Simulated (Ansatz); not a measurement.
# C3H10AlB: basis-set convergence

The task here is to estimate one member of a computed series from the others.

Method: one geometry, several basis sets; program: Ansatz 0.2.0, Gaussian basis.

Levels to be run: PBE0-D4/def2-SVP; ωB97M-V/def2-SVP; PBE0-D4/def2-QZVPP; ωB97M-V/def2-QZVPP; the functionals' def2-TZVPP values are taken from earlier runs.

### The relaxed structure

An earlier PBE0-D4 in a triple-zeta def2 set relaxation fixed the geometry.

SMILES `CCC[BH][AlH2]`, 15 atoms, charge 0, spin multiplicity 1.

Atoms are counted from 1 here; the program's logs count them from 0.

Bond lengths: C1–C2 1.519 Å, C1–H6 1.096 Å, C1–H7 1.092 Å, C1–H8 1.094 Å, C2–C3 1.524 Å, C2–H9 1.098 Å, C2–H10 1.095 Å, C3–B4 1.557 Å, C3–H11 1.099 Å, C3–H12 1.108 Å, B4–Al5 2.131 Å, B4–H13 1.206 Å, Al5–H14 1.597 Å, Al5–H15 1.597 Å. Angles: C2–C1–H6 111.4°, C2–C1–H7 111.9°, C2–C1–H8 110.9°, H6–C1–H7 107.6°, H6–C1–H8 107.0°, H7–C1–H8 107.8°, C1–C2–C3 112.2°, C1–C2–H9 109.6°, C1–C2–H10 109.2°, C3–C2–H9 109.1°, C3–C2–H10 110.6°, H9–C2–H10 105.8°, C2–C3–B4 118.8°, C2–C3–H11 111.0°, C2–C3–H12 110.3°, B4–C3–H11 111.3°, B4–C3–H12 100.9°, H11–C3–H12 103.0° and more.

The first run:

in.yaml

```yaml
crystal:
  periodic: [false, false, false]
  atoms:
    - {symbol: C, position_ang: [0.246280, -1.726151, -0.220633]}
    - {symbol: C, position_ang: [1.141647, -0.498692, -0.218091]}
    - {symbol: C, position_ang: [0.517397, 0.671717, -0.967807]}
    - {symbol: B, position_ang: [-0.734371, 1.370196, -0.359889]}
    - {symbol: Al, position_ang: [-1.459375, 1.101903, 1.625435]}
    - {symbol: H, position_ang: [-0.731678, -1.507926, 0.223561]}
    - {symbol: H, position_ang: [0.687085, -2.553199, 0.340059]}
    - {symbol: H, position_ang: [0.062991, -2.073593, -1.241391]}
    - {symbol: H, position_ang: [1.348180, -0.194698, 0.816261]}
    - {symbol: H, position_ang: [2.112775, -0.759375, -0.652247]}
    - {symbol: H, position_ang: [0.359551, 0.421396, -2.026081]}
    - {symbol: H, position_ang: [1.228013, 1.520732, -1.015576]}
    - {symbol: H, position_ang: [-1.281809, 2.169048, -1.079278]}
    - {symbol: H, position_ang: [-0.856776, 1.908524, 2.864908]}
    - {symbol: H, position_ang: [-2.661806, 0.099518, 1.940171]}
basis:
  gaussian: {orbitals: def2-SVP}
hamiltonian: {xc: pbe0, dispersion: d4}
output: {orbitals: {seedname: orbitals}}
```

Among the steps run: PBE0-D4 in def2-SVP; ωB97M-V in def2-SVP; PBE0-D4 in def2-QZVPP; ωB97M-V in def2-QZVPP.

One of the session's tables, all rows but one given; the rest of the session is left out.

It belongs to the step «Functionals by basis». 

```
functional       basis  HOMO (eV)  LUMO (eV)
   PBE0-D4    def2-SVP      -6.98      -1.64
   PBE0-D4  def2-TZVPP      -6.99      -1.69
   PBE0-D4  def2-QZVPP      -6.99      -1.71
   ωB97M-V    def2-SVP          ?          ?
   ωB97M-V  def2-TZVPP      -9.12       0.17
   ωB97M-V  def2-QZVPP      -9.12       0.03
```

Q: Estimate the row for ωB97M-V, def2-SVP from the others.

As computed: HOMO (eV): -9.08; LUMO (eV): 0.28. In the column «HOMO (eV)» it lies between ωB97M-V, def2-QZVPP (-9.12) and PBE0-D4, def2-TZVPP (-6.99).
